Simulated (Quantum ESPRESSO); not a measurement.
# AlCl2: zone-centre phonons under several settings

```
CELL_PARAMETERS angstrom
4.62654 0.00000 0.00000
0.00000 4.62654 0.00000
0.00000 0.00000 3.77211
ATOMIC_POSITIONS crystal
Al 0.00000 0.00000 0.52103
Cl 0.50000 0.00000 0.36202
Cl 0.00000 0.50000 0.36202
```

The cell was built by a generator and needn't be a form met in nature.

All runs used Quantum ESPRESSO 7.5; k mesh 4 × 4 × 6, shifted; relaxed cell; no spin polarisation; occupations fermi-dirac, width 0.05 eV.

```csv
level,potentials,cutoff (eV),volume (Å³/atom),pressure (GPa),lowest optical mode without the field (cm⁻¹),highest optical mode without the field (cm⁻¹)
LDA,PseudoDojo 0.4.1 SR LDA standard,762,24.37,0.0,40i,271
PBE,PseudoDojo 0.4.1 SR PBE standard,789,27.17,0.0,29i,230
PBEsol,PseudoDojo 0.4.1 SR PBEsol standard,789,?,0.0,?,?
BLYP,PseudoDojo 0.4.1 SR PBE standard,789,34.08,0.1,110i,165
vdW-DF-cx,PseudoDojo 0.4.1 SR PBE standard,789,25.62,0.0,45i,251
```

Question: What stands in the row left open?

Answer: Volume 25.51 Å³/atom; lowest optical mode without the field 34i cm⁻¹; highest optical mode without the field 257 cm⁻¹.

Values marked i are imaginary: the cell is unstable against those modes at that level, or the meshes are too thin.

Caveats: the mesh is thin for the phonons of a metal; some modes are imaginary; the cell relaxed to another space group than the one typed; an odd number of electrons without spin polarisation forces a metal; a magnetic or distorted state may lie lower; the layers were relaxed without a dispersion term, so their spacing and the soft interlayer modes are unreliable (some runs); this functional lacks dispersion, which binds the layers, so the pressure and a relaxed spacing across them are unreliable (some runs).

For the row left open. Caveat: the k mesh is coarse; the mesh is thin for the phonons of a metal; some modes are imaginary; the layers were relaxed without a dispersion term, so their spacing and the soft interlayer modes are unreliable; the cell relaxed to another space group than the one typed; this functional lacks dispersion, which binds the layers, so the pressure and a relaxed spacing across them are unreliable; an odd number of electrons without spin polarisation forces a metal; a magnetic or distorted state may lie lower.
